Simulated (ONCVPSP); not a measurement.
**Chlorine: generating and testing an ONCV potential**

Do these settings give a usable potential? It is generated, then checked for transferability, scattering, ghosts and hardness.

The numbers are computed with ONCVPSP 4.0.1 (PBE, scalar-relativistic, spin-unpolarised reference atom).

## Step 1: The design

The settings as typed:

```json
{
 "element": "chlorine (Cl, Z = 17)",
 "type": "optimised norm-conserving Vanderbilt (ONCV)",
 "frozen core": "[He]",
 "valence charge": "15",
 "reference configuration": "2s2 2p6 3s2 3p5",
 "partial waves": "2s+3s: rc 0.65 bohr, ncon 3, nbas 7, qcut 23.2 1/bohr, 2 projectors; 2p+3p: rc 0.70 bohr, ncon 5, nbas 10, qcut 19.4 1/bohr, 2 projectors; d scattering state at 0.06 Ha: rc 0.65 bohr, ncon 4, nbas 8, qcut 13.4 1/bohr, 1 projector",
 "local potential": "polynomial inside 0.50 bohr (lpopt 5, dvloc0 2 Ha)",
 "core correction": "Teter function fitted to the true core (icmod 2), fcfact 0.4"
}
```

## Step 2: Generating the potential

Contents of Cl.dat:

```
# ATOM AND REFERENCE CONFIGURATION
# atsym  z   nc   nv     iexc    psfile
  Cl 17.00    1    4        4      upf
#
#   n    l    f
    1    0    2.00
    2    0    2.00
    2    1    6.00
    3    0    2.00
    3    1    5.00
#
# PSEUDOPOTENTIAL AND OPTIMIZATION
# lmax
    2
#
#   l,   rc,      ep,       ncon, nbas, qcut
    0    0.65    0.00    3    7   23.20
    1    0.70    0.00    5   10   19.40
    2    0.65    0.06    4    8   13.40
#
# LOCAL POTENTIAL
# lloc, lpopt,  rc(5),   dvloc0
    4    5    0.50    2.00
#
# VANDERBILT-KLEINMAN-BYLANDER PROJECTORs
# l, nproj, debl
    0    2    0.30
    1    2    3.90
    2    1    2.60
#
# MODEL CORE CHARGE
# icmod, fcfact, rcfact
    2    0.40    0.65
#
# LOG DERIVATIVE ANALYSIS
# epsh1, epsh2, depsh
  -11.00    5.00    0.04
#
# OUTPUT GRID
# rlmax, drl
    6.00    0.01
#
# TEST CONFIGURATIONS
# ncnf
    4
# nvcnf
#   n    l    f
    4
    2    0    2.00
    2    1    6.00
    3    0    2.00
    3    1    4.00
#
    4
    2    0    2.00
    2    1    6.00
    3    0    2.00
    3    1    3.00
#
    4
    2    0    2.00
    2    1    6.00
    3    0    2.00
    3    1    2.00
#
    4
    2    0    2.00
    2    1    6.00
    3    0    1.00
    3    1    6.00
#
```

Command:

```sh
$ oncvpsp.x < Cl.dat > Cl.out
```

What does the calculation give? Wanted: cutoffs for 1 and 0.1 mHa per electron, occupied waves; bound ghosts; GHOST(+) flags; largest test error; largest phase difference near zero energy, channels read; rms error of d²Exc/dn², without and with the model core.

As calculated:

```
                                                quantity                           value
  cutoffs for 1 and 0.1 mHa per electron, occupied waves               167 Ha and 198 Ha
                                            bound ghosts                      none found
                                          GHOST(+) flags              none at low energy
                            largest test error (AE − PS)  +10.0 meV, for 2s2 2p6 3s2 3p2
largest phase difference near zero energy, channels read                       0.000 rad
 rms error of d²Exc/dn², without and with the model core               2.37 and 2.86 mHa
```

By total energies transferability is good: the largest error is 10.0 meV on 77.6 eV, for 2s2 2p6 3s2 3p2. The potential is very hard: the looser tolerance needs 167 Ha. It is free of bound ghosts as far as tested. Near zero energy the phases of the channels with partial waves agree within 0.001 rad.
